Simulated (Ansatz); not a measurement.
**ZrCl+ (triplet): from Hartree-Fock to the top rungs, def2-TZVPP**

The task here is to estimate one member of a computed series from the others.

Method: def2-TZVPP, core rule «outside noble gas», up to 9 orbitals frozen; program: Ansatz 0.2.0, Gaussian basis.

To be run: UHF; ROHF; CCSD(T) on UHF.

2 further runs of the same task are left out: 2 set aside as unsound or not needed.

### The system

The geometry is a PBE0/def2-TZVP stationary point (not a proven minimum) of the parent state, kept for this charge and spin. No spin-orbit coupling is included. Elements past krypton take def2 core potentials.

2 atoms, charge 1, spin multiplicity 3.

Atoms are counted from 1 here; the program's logs count them from 0.

Bond lengths: Zr1–Cl2 2.251 Å.

Set-up of the first run:

File in.yaml:

```yaml
crystal:
  periodic: [false, false, false]
  atoms:
    - {symbol: Zr, position_ang: [0.000000, 0.000000, 0.000000]}
    - {symbol: Cl, position_ang: [0.000000, 0.000000, 2.251400]}
basis:
  gaussian: {orbitals: def2-TZVPP}
total_charge: 1
magnetization: {spin_polarized: true, initial_magnetization: 2}
hamiltonian: {xc: hf}
output: {orbitals: {seedname: orbitals}}
```

Run with:

```bash
$ ansatz run in.yaml --threads 1 --pin off --events-out ev --progress --plain --max-ram 4096MiB --backend cpu
```

Among the steps run: UHF; ROHF; CCSD(T) on UHF.

One table of the session follows, with a row left open; its other results are not shown here.

It belongs to the step «Misses and costs». 

| method | from UCCSD(T) (meV) |
| --- | --- |
| ROHF | +7161.9 |
| UHF | ? |
| UMP2 | +824.6 |
| UCCSD | +345.5 |
| UCCSD(T) | 0 |

**Question.** Estimate the row for UHF.

**Answer.** from UCCSD(T) (meV): +7033.9. In the column «from UCCSD(T) (meV)» it lies between UMP2 (+824.6) and ROHF (+7161.9).
